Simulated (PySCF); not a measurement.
**CH3BS2 (SMILES S=CBS), step by step**

We compute a structure relaxation (HF/STO-3G), then the harmonic vibrations, then the energy (MP2/6-311G**), then the vertical excitations (TDA-revPBE0/6-311++G**) of CH3BS2. 

The results are computed with PySCF 2.14.0.

### Step 1. The system as given

CH3BS2: 7 atoms, total charge 0, spin state singlet. SMILES: `S=CBS`. All atoms were displaced at random from a relaxed shape. The run starts from this shape.

Bond lengths: S1–C2 1.701 Å, C2–B3 1.363 Å, B3–S4 1.773 Å, C2–H5 1.134 Å, B3–H6 1.330 Å, S4–H7 1.317 Å. Angles: S1–C2–B3 123.0°, C2–B3–S4 124.7°, S1–C2–H5 111.3°, B3–C2–H5 125.5°, C2–B3–H6 123.7°, S4–B3–H6 111.6°, B3–S4–H7 103.8°.

### Step 2. A structure relaxation at HF/STO-3G (run 1)

The input, calc.py:

```python
from pyscf import gto
from pyscf.geomopt.geometric_solver import kernel as optimise

system = gto.M(
    atom=[
    ('S', (0.227656, -2.442467, -0.329824)),
    ('C', (-0.607260, -0.974540, -0.125903)),
    ('B', (0.007046, 0.181137, 0.254427)),
    ('S', (0.942488, 1.229314, -0.827264)),
    ('H', (-1.724747, -1.114474, -0.255133)),
    ('H', (0.025704, 0.629112, 1.506928)),
    ('H', (1.423025, 2.157709, -0.026723)),
],
    cart=True,
    max_memory=1860,
    verbose=3,
    basis='sto-3g',
)

calc0 = system.RHF()
converged, mol_eq = optimise(calc0, maxsteps=100)
print('converged:', converged)
print(mol_eq.tostring())

calc0.reset(mol_eq)
system = mol_eq
calc0.kernel()
e_final = calc0.e_tot
print('E = %.10f Eh' % e_final)
```

Launch:

```bash
$ OMP_NUM_THREADS=1 python calc.py
```

Output:

```text
maxiter                   100
----------------------------------------------------------
Custom engine selected.
Bonds will be generated from interatomic distances less than 1.20 times sum of covalent radii
21 internal coordinates being used (instead of 21 Cartesians)
Internal coordinate system (atoms numbered from 1):
Distance 1-2
Distance 2-3
Distance 2-5
Distance 3-4
Distance 3-6
Distance 4-7
Angle 1-2-5
Angle 3-2-5
Angle 2-3-6
Angle 4-3-6
Angle 3-4-7
Out-of-Plane 2-1-3-5
Out-of-Plane 3-2-4-6
Dihedral 1-2-3-4
Dihedral 1-2-3-6
Dihedral 5-2-3-4
Dihedral 5-2-3-6
Dihedral 2-3-4-7
Dihedral 6-3-4-7
Translation-X 1-7
Translation-Y 1-7
Translation-Z 1-7
Rotation-A 1-7
Rotation-B 1-7
Rotation-C 1-7
> ===== Optimization Info: ====
> Job type: Energy minimization
> Maximum number of optimization cycles: 100
> Initial / maximum trust radius (Angstrom): 0.100 / 0.300
> Convergence Criteria:
> Will converge when all 5 criteria are reached:
>  |Delta-E| < 1.00e-06
>  RMS-Grad  < 3.00e-04
>  Max-Grad  < 4.50e-04
[... 15 lines left out ...]
WARN: Mole.unit (angstrom) is changed to Bohr
[... 13 lines left out ...]
Step    0 : Gradient = 1.445e-01/2.627e-01 (rms/max) Energy = -849.7850313844
[... 37 lines left out ...]
converged SCF energy = -849.845016991912
[... 49 lines left out ...]
converged SCF energy = -849.845922925217
[... 49 lines left out ...]
converged SCF energy = -849.846215256391
[... 49 lines left out ...]
converged SCF energy = -849.847465631246
[... 49 lines left out ...]
converged SCF energy = -849.848354709727
[... 49 lines left out ...]
converged SCF energy = -849.848386968545
[... 49 lines left out ...]
converged SCF energy = -849.848388786575
[... 38 lines left out ...]
Converged! =D
[... 1 line left out ...]
converged: True
S           0.06473445       -2.17405866       -1.04107712
C          -0.56483705       -1.11765884       -0.02581791
B          -0.02219079        0.31786048        0.25901919
S           1.40190733        0.91685857       -0.55943958
H          -1.45787679       -1.39151320        0.53801026
H          -0.57327902        0.99276262        1.02391113
H           1.44545387        2.12154004        0.00190201
converged SCF energy = -849.848388794295
E = -849.8483887943 Eh
```

Run time: 9.9 s. Hardware: 1 thread of Arm Neoverse V2, shared host; peak memory 0.14 GiB.

The path in brief:

| step | energy from the first frame kept (eV) | largest force (eV/Å) |
| --- | --- | --- |
| 0 | 0.0000 | 13.5099 |
| 1 | -1.5099 | 1.8090 |
| 2 | -1.6323 | 0.9068 |
| 3 | -1.6540 | 0.2863 |
| 4 | -1.6569 | 0.2703 |
| 5 | -1.6600 | 0.1300 |
| 6 | -1.6649 | 0.1668 |
| 7 | -1.6817 | 0.7455 |
| 8 | -1.6989 | 0.7302 |
| 9 | -1.7158 | 0.4019 |
| 10 | -1.7231 | 0.0909 |
| 11 | -1.7239 | 0.0638 |
| 12 | -1.7240 | 0.0170 |
| 13 | -1.7240 | 0.0088 |
| 14 | -1.7240 | 0.0038 |
| 15 | -1.7240 | 0.0014 |

After the run. Bond lengths: S1–C2 1.595 Å, C2–B3 1.561 Å, B3–S4 1.748 Å, C2–H5 1.091 Å, B3–H6 1.159 Å, S4–H7 1.330 Å. Angles: S1–C2–B3 126.0°, C2–B3–S4 120.9°, S1–C2–H5 119.1°, B3–C2–H5 114.9°, C2–B3–H6 119.4°, S4–B3–H6 119.8°, B3–S4–H7 98.0°.

### Step 3. Vibrational wavenumbers at HF/STO-3G (run 2)

The input, calc.py:

```python
import numpy
from pyscf import gto, symm
from pyscf.hessian import thermo

mol = gto.Mole()
mol.atom = [
    ('S', (-0.373313, -1.634322, -0.515888)),
    ('C', (-1.002884, -0.577922, 0.499371)),
    ('B', (-0.460238, 0.857597, 0.784208)),
    ('S', (0.963860, 1.456596, -0.034251)),
    ('H', (-1.895924, -0.851776, 1.063199)),
    ('H', (-1.011326, 1.532500, 1.549100)),
    ('H', (1.007407, 2.661277, 0.527091)),
]
mol.basis = 'sto-3g'
mol.max_memory = 1860
mol.cart = True
mol.spin = 0
mol.charge = 0
mol.verbose = 3
mol.build()

hf = mol.RHF()
hf.kernel()

e_tot = hf.e_tot
print(f'total energy: {e_tot:.8f} hartree')
hess = hf.Hessian().kernel()
modes = thermo.harmonic_analysis(mol, hess)
print('frequencies (1/cm)', numpy.round(modes['freq_wavenumber'], 1))
symm.geom.TOLERANCE = 1e-3  # for the symmetry number
th = thermo.thermo(hf, modes['freq_au'], 1200, 101325)
thermo.dump_thermo(mol, th)
```

Launch:

```bash
$ OMP_NUM_THREADS=1 python calc.py
```

Output:

```text
converged SCF energy = -849.84838879431
total energy: -849.84838879 hartree
frequencies (1/cm) [  56.9  162.5  508.8  560.6  805.   838.8 1033.7 1086.  1156.7 1359.
 1468.1 1625.2 3243.9 3283.  3599. ]
temperature 1200.0000 [K]
pressure 101325.00 [Pa]
Rotational constants [GHz] 12.38727 2.39056 2.00384
Symmetry number 1
Zero-point energy (ZPE) 0.04736 [Eh]   124336.544 [J/mol]
                           tot       elec      trans        rot        vib
Entropy [J/mol/K]       450.694      0.000    193.806    126.554    130.334
Cv [J/mol/K]            121.318      0.000     12.472     12.472     96.374
Cp [J/mol/K]            129.632      0.000     20.786     12.472     96.374
Internal energy [J/mol]                     14966.028  14966.028 196485.285
Internal energy [Eh]   -849.76215  -849.84839
Enthalpy [J/mol]                            24943.380  14966.028 196485.285
Enthalpy [Eh]          -849.75835
Gibbs free energy [J/mol]                  -207623.222 -136898.405  40084.006
Gibbs free energy [Eh] -849.96434
```

It took 5.1 s on 1 thread of Arm Neoverse V2, shared host; peak memory 0.12 GiB.

### Step 4. A single-point energy at MP2/6-311G(d,p) (density fitting) (run 3)

The input, job.py:

```python
from pyscf import gto, scf, mp

mol = gto.M(
    atom='''
S      0.064734    -2.174059    -1.041077
C     -0.564837    -1.117659    -0.025818
B     -0.022191     0.317860     0.259019
S      1.401907     0.916859    -0.559440
H     -1.457877    -1.391513     0.538010
H     -0.573279     0.992763     1.023911
H      1.445454     2.121540     0.001902
''',
    max_memory=1860,
    verbose=4,
    basis='6-311g**',
)

mf = scf.RHF(mol)
mf = mf.density_fit()
mf.kernel()

pt = mp.MP2(mf, frozen=12).run()
e_tot = pt.e_tot
print('E(%s) = %.9f' % ('MP2', e_tot))
```

Launch:

```bash
$ OMP_NUM_THREADS=1 python job.py
```

Output:

```text
PySCF version 2.14.0

[INPUT] num. atoms = 7
[INPUT] num. electrons = 46
[INPUT] charge = 0
[INPUT] spin (= nelec alpha-beta = 2S) = 0
[INPUT] symmetry False subgroup None
[INPUT] Mole.unit = angstrom
[INPUT] Symbol           X                Y                Z      unit          X                Y                Z       unit  Magmom
[INPUT]  1 S      0.064734000000  -2.174059000000  -1.041077000000 AA    0.122329530948  -4.108376088646  -1.967350404584 Bohr   0.0
[INPUT]  2 C     -0.564837000000  -1.117659000000  -0.025818000000 AA   -1.067387235021  -2.112069410655  -0.048788949084 Bohr   0.0
[INPUT]  3 B     -0.022191000000   0.317860000000   0.259019000000 AA   -0.041934912430   0.600668345954   0.489474971059 Bohr   0.0
[INPUT]  4 S      1.401907000000   0.916859000000  -0.559440000000 AA    2.649220282111   1.732612404843  -1.057188383127 Bohr   0.0
[INPUT]  5 H     -1.457877000000  -1.391513000000   0.538010000000 AA   -2.754988253303  -2.629578468772   1.016691552277 Bohr   0.0
[INPUT]  6 H     -0.573279000000   0.992763000000   1.023911000000 AA   -1.083340302965   1.876050176602   1.934911365930 Bohr   0.0
[INPUT]  7 H      1.445454000000   2.121540000000   0.001902000000 AA    2.731512185657   4.009129562310   0.003594259089 Bohr   0.0

nuclear repulsion = 168.555062562045
number of shells = 52
number of NR pGTOs = 176
number of NR cGTOs = 106
basis = 6-311g**
ecp = {}

******** <class 'pyscf.df.df_jk.DFRHF'> ********
method = DFRHF
initial guess = minao
damping factor = 0
level_shift factor = 0
DIIS = <class 'pyscf.scf.diis.CDIIS'>
diis_start_cycle = 1
diis_space = 8
diis_damp = 0
SCF conv_tol = 1e-09
SCF conv_tol_grad = None
SCF max_cycles = 50
direct_scf = False
Set gradient conv threshold to 3.16228e-05
Initial guess from minao.
******** <class 'pyscf.df.df.DF'> ********
auxbasis = None
Default auxbasis cc-pvtz-jkfit is used for H 6-311g**
Default auxbasis cc-pvtz-jkfit is used for S 6-311g**
Default auxbasis cc-pvtz-jkfit is used for C 6-311g**
Default auxbasis cc-pvtz-jkfit is used for B 6-311g**
init E= -859.955913892972
  HOMO = -0.235356413666343  LUMO = -0.107154963665303  gap/eV = 3.48854
cycle= 1 E= -859.29152707552  delta_E= 0.664  |g|= 0.464  |ddm|=  2.2
  HOMO = -0.32284399133267  LUMO = -0.0379190724088197  gap/eV = 7.75320
cycle= 2 E= -859.345418652717  delta_E= -0.0539  |g|= 0.333  |ddm|= 0.741
  HOMO = -0.345104992270704  LUMO = 5.46046370098598e-05  gap/eV = 9.39227
cycle= 3 E= -859.374925317664  delta_E= -0.0295  |g|= 0.058  |ddm|= 0.362
  HOMO = -0.346436290419604  LUMO = 0.00296439253750882  gap/eV = 9.50768
cycle= 4 E= -859.376650754617  delta_E= -0.00173  |g|= 0.0151  |ddm|= 0.114
  HOMO = -0.347512752512714  LUMO = 0.00330154699960883  gap/eV = 9.54614
cycle= 5 E= -859.37678862953  delta_E= -0.000138  |g|= 0.00431  |ddm|= 0.0378
  HOMO = -0.348251659641009  LUMO = 0.00311367417844444  gap/eV = 9.56114
cycle= 6 E= -859.376809799187  delta_E= -2.12e-05  |g|= 0.00203  |ddm|= 0.0156
  HOMO = -0.348502085594412  LUMO = 0.00318681304818251  gap/eV = 9.56994
cycle= 7 E= -859.376813620957  delta_E= -3.82e-06  |g|= 0.000842  |ddm|= 0.00551
  HOMO = -0.348669572611774  LUMO = 0.00321537693729755  gap/eV = 9.57528
cycle= 8 E= -859.376814482206  delta_E= -8.61e-07  |g|= 0.00024  |ddm|= 0.00279
  HOMO = -0.348700928718316  LUMO = 0.00320418573520003  gap/eV = 9.57583
cycle= 9 E= -859.376814554082  delta_E= -7.19e-08  |g|= 5.61e-05  |ddm|= 0.000926
  HOMO = -0.3487074178512  LUMO = 0.00320748043259024  gap/eV = 9.57609
cycle= 10 E= -859.376814556932  delta_E= -2.85e-09  |g|= 1.64e-05  |ddm|= 0.000197
  HOMO = -0.348709224073978  LUMO = 0.00320693217765565  gap/eV = 9.57613
cycle= 11 E= -859.376814557156  delta_E= -2.23e-10  |g|= 6.14e-06  |ddm|= 4.48e-05
  HOMO = -0.348708840512354  LUMO = 0.00320728595024463  gap/eV = 9.57613
Extra cycle  E= -859.376814557183  delta_E= -2.8e-11  |g|= 3.26e-06  |ddm|= 1.12e-05
converged SCF energy = -859.376814557183

******** <class 'pyscf.mp.dfmp2.DFRMP2'> ********
nocc = 11, nmo = 94
frozen orbitals 12
E(DFRMP2) = -859.865799354658  E_corr = -0.488984797474132
E(SCS-DFRMP2) = -859.860545074366  E_corr = -0.483730517182687
E_corr(same-spin) = -0.118905276676466
E_corr(oppo-spin) = -0.370079520797665
E(MP2) = -859.865799355
```

Run time: 1.6 s. Hardware: 1 thread of Arm Neoverse V2, shared host; peak memory 0.15 GiB.

### Step 5. The excited states at TDA-revPBE0/6-311++G(d,p) (sfX2C, spin of roots triplet) (run 4)

The input, run.py:

```python
from pyscf import gto, dft, tdscf

mol = gto.M(
    atom='''
S      0.064734    -2.174059    -1.041077
C     -0.564837    -1.117659    -0.025818
B     -0.022191     0.317860     0.259019
S      1.401907     0.916859    -0.559440
H     -1.457877    -1.391513     0.538010
H     -0.573279     0.992763     1.023911
H      1.445454     2.121540     0.001902
''',
    basis='6-311++g**',
    verbose=3,
    max_memory=1860,
    spin=0,
)

mf = dft.RKS(mol, xc='revpbe0')
mf = mf.sfx2c1e()
mf.kernel()

etot = mf.e_tot
print('E(%s) = %.9f' % ('REVPBE0', etot))

td = tdscf.TDA(mf)
td.nstates = 8
td.singlet = False
td.kernel()
td.analyze()
roots = td.e * 27.211386
```

Launch:

```bash
$ OMP_NUM_THREADS=1 python run.py
```

Output:

```text
converged SCF energy = -863.034121403354
E(REVPBE0) = -863.034121403
Excitation energies (eV)
[0.92843373 2.75032746 3.8151552  4.10043832 5.05080804 5.2473206
 5.27300814 5.89866354]

** Triplet excitation energies and oscillator strengths **
```

It took 2.9 min on 1 thread of Arm Neoverse V2, shared host; peak memory 0.85 GiB.

The roots found:

| excited state | energy (eV) |
| --- | --- |
| 1 | 0.928 |
| 2 | 2.750 |
| 3 | 3.815 |
| 4 | 4.100 |
| 5 | 5.051 |
| 6 | 5.247 |
| 7 | 5.273 |
| 8 | 5.899 |

### Step 6. Summary of results

| quantity | value |
| --- | --- |
| run 1, HF/STO-3G: total energy at the end | -849.84839 Eh |
| run 1, HF/STO-3G: dipole moment | 1.11 D |
| run 1, HF/STO-3G: HOMO energy | -6.40 eV |
| run 1, HF/STO-3G: LUMO energy | 4.32 eV |
| run 1, HF/STO-3G: HOMO–LUMO gap | 10.72 eV |
| run 2, HF/STO-3G: lowest harmonic wavenumber | 57 cm⁻¹ |
| run 2, HF/STO-3G: highest harmonic wavenumber | 3599 cm⁻¹ |
| run 2, HF/STO-3G: zero-point energy | 124.3 kJ/mol |
| run 2, HF/STO-3G: ideal-gas entropy at 1200 K (symmetry number 1 as used) | 107.7 cal/(mol K) |
| run 3, MP2/6-311G**: total energy | -859.86580 Eh |
| run 3, MP2/6-311G**: dipole moment (Hartree–Fock density) | 2.63 D |
| run 3, MP2/6-311G**: HOMO energy (Hartree–Fock orbitals) | -9.49 eV |
| run 3, MP2/6-311G**: LUMO energy (Hartree–Fock orbitals) | 0.09 eV |
| run 3, MP2/6-311G**: HOMO–LUMO gap (Hartree–Fock orbitals) | 9.58 eV |
| run 3, MP2/6-311G**: correlation energy (12 core orbitals frozen) | -489.0 mEh |
| run 4, TDA-revPBE0/6-311++G**: ground-state or mean-field energy | -863.03412 Eh |
| run 4, TDA-revPBE0/6-311++G**: dipole moment (revPBE0 Kohn–Sham density) | 2.27 D |
| run 4, TDA-revPBE0/6-311++G**: HOMO energy (revPBE0 Kohn–Sham orbitals) | -6.56 eV |
| run 4, TDA-revPBE0/6-311++G**: LUMO energy (revPBE0 Kohn–Sham orbitals) | -3.37 eV |
| run 4, TDA-revPBE0/6-311++G**: HOMO–LUMO gap (revPBE0 Kohn–Sham orbitals) | 3.19 eV |
| run 4, TDA-revPBE0/6-311++G**: lowest triplet excitation energy | 0.93 eV |

**Reading.** The optimisation (run 1, HF/STO-3G) took 15 steps and changed the energy by -1.724 eV. Mulliken charges (run 1, HF/STO-3G) run from -0.27 on C2 to +0.12 on S1. All 15 modes (run 2, HF/STO-3G) are real, so the shape is a minimum at this level.
